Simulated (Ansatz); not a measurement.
# FGeH4NO: up Jacob's ladder to CCSD(T)

One table from this session's results is given with a row withheld; the runs are named, their logs left out.

Computed with Ansatz 0.2.0, Gaussian basis. Level: functionals in def2-TZVPP, the program's frozen cores in correlated methods.

Levels to be run: LDA (SPW92), PBE-D4, revPBE-D4, BLYP-D4, r2SCAN-D4, B97M-V, PBE0-D4, B3LYP-D4, r2SCANh-D4, r2SCAN0-D4, HSE06-D4, BHLYP-D4, CAM-B3LYP-D4, LC-ωPBE, ωB97X-V, ωB97M-V, B2PLYP, PBE-QIDH; CCSD(T)/def2-SVP; CCSD(T)/def2-TZVPP; MP2/def2-QZVPP; extrapolation to the limit; RPA on PBE.

## The geometry

An earlier PBE0-D4 in a triple-zeta def2 set relaxation fixed the geometry.

SMILES `[NH2][GeH]([OH])[F]`, 8 atoms, charge 0, spin multiplicity 1.

Atoms are counted from 1 here; the program's logs count them from 0.

Bond lengths: N1–Ge2 1.798 Å, N1–H5 1.009 Å, N1–H6 1.008 Å, Ge2–O3 1.759 Å, Ge2–F4 1.748 Å, Ge2–H7 1.529 Å, O3–H8 0.960 Å. Angles: Ge2–N1–H5 115.9°, Ge2–N1–H6 117.1°, H5–N1–H6 110.8°, N1–Ge2–O3 105.4°, N1–Ge2–F4 114.0°, N1–Ge2–H7 112.3°, O3–Ge2–F4 104.2°, O3–Ge2–H7 115.6°, F4–Ge2–H7 105.3°, Ge2–O3–H8 111.9°.

Coordinates:

```xyz
8
FGeH4NO
N    -0.5842    1.2816    0.0719
Ge    0.4300   -0.1769   -0.2072
O     0.3325   -1.1068    1.2823
F    -0.1996   -1.2573   -1.4292
H    -1.5048    1.1120    0.4494
H    -0.6221    1.9629   -0.6706
H     1.8422    0.1784   -0.6722
H     0.3982   -2.0511    1.1197
```

The first run:

Contents of in.yaml:

```yaml
crystal:
  periodic: [false, false, false]
  atoms:
    - {symbol: N, position_ang: [-0.584242, 1.281609, 0.071889]}
    - {symbol: Ge, position_ang: [0.429993, -0.176885, -0.207171]}
    - {symbol: O, position_ang: [0.332468, -1.106850, 1.282329]}
    - {symbol: F, position_ang: [-0.199553, -1.257313, -1.429244]}
    - {symbol: H, position_ang: [-1.504761, 1.112032, 0.449350]}
    - {symbol: H, position_ang: [-0.622144, 1.962897, -0.670626]}
    - {symbol: H, position_ang: [1.842246, 0.178432, -0.672158]}
    - {symbol: H, position_ang: [0.398191, -2.051122, 1.119730]}
basis:
  gaussian: {orbitals: def2-TZVPP}
hamiltonian: {xc: lda}
output: {orbitals: {seedname: orbitals}}
```

On the command line:

```bash
> ansatz run in.yaml --threads 2 --pin off --events-out ev --progress --plain --max-ram 4352MiB
```

Among the steps run: LDA; PBE-D4 (GGA); revPBE-D4 (GGA); BLYP-D4 (GGA); r2SCAN-D4 (meta-GGA); B97M-V (meta-GGA); B3LYP-D4 (hybrid); r2SCANh-D4 (hybrid); r2SCAN0-D4 (hybrid); HSE06-D4 (hybrid); BHLYP-D4 (hybrid); CAM-B3LYP-D4 (range-separated); LC-ωPBE (range-separated); ωB97X-V (range-separated); ωB97M-V (range-separated); B2PLYP (double hybrid); PBE-QIDH (double hybrid).

One table of the session follows, with a row left open; its other results are not shown here.

| functional | HOMO (eV) | LUMO (eV) | gap (eV) |
| --- | --- | --- | --- |
| LDA (SPW92) | -6.78 | -0.70 | 6.08 |
| PBE-D4 | -6.60 | -0.51 | 6.09 |
| revPBE-D4 | -6.53 | -0.42 | 6.11 |
| BLYP-D4 | -6.48 | -0.55 | 5.93 |
| r2SCAN-D4 | -6.94 | 0.03 | 6.97 |
| B97M-V | -7.03 | -0.27 | 6.76 |
| PBE0-D4 | -8.14 | 0.46 | 8.60 |
| B3LYP-D4 | -7.87 | 0.06 | 7.93 |
| r2SCANh-D4 | -7.51 | 0.36 | 7.88 |
| r2SCAN0-D4 | -8.38 | 0.84 | 9.21 |
| HSE06-D4 | ? | ? | ? |
| BHLYP-D4 | -9.58 | 1.19 | 10.77 |
| CAM-B3LYP-D4 | -9.61 | 1.29 | 10.91 |
| LC-ωPBE | -11.06 | 2.69 | 13.74 |
| ωB97X-V | -10.66 | 2.47 | 13.13 |
| ωB97M-V | -10.56 | 2.06 | 12.62 |

**Question.** Estimate the row for HSE06-D4.

The run gave: HOMO (eV): -7.72; LUMO (eV): 0.09; gap (eV): 7.82. In the column «HOMO (eV)» it lies between B3LYP-D4 (-7.87) and r2SCANh-D4 (-7.51).
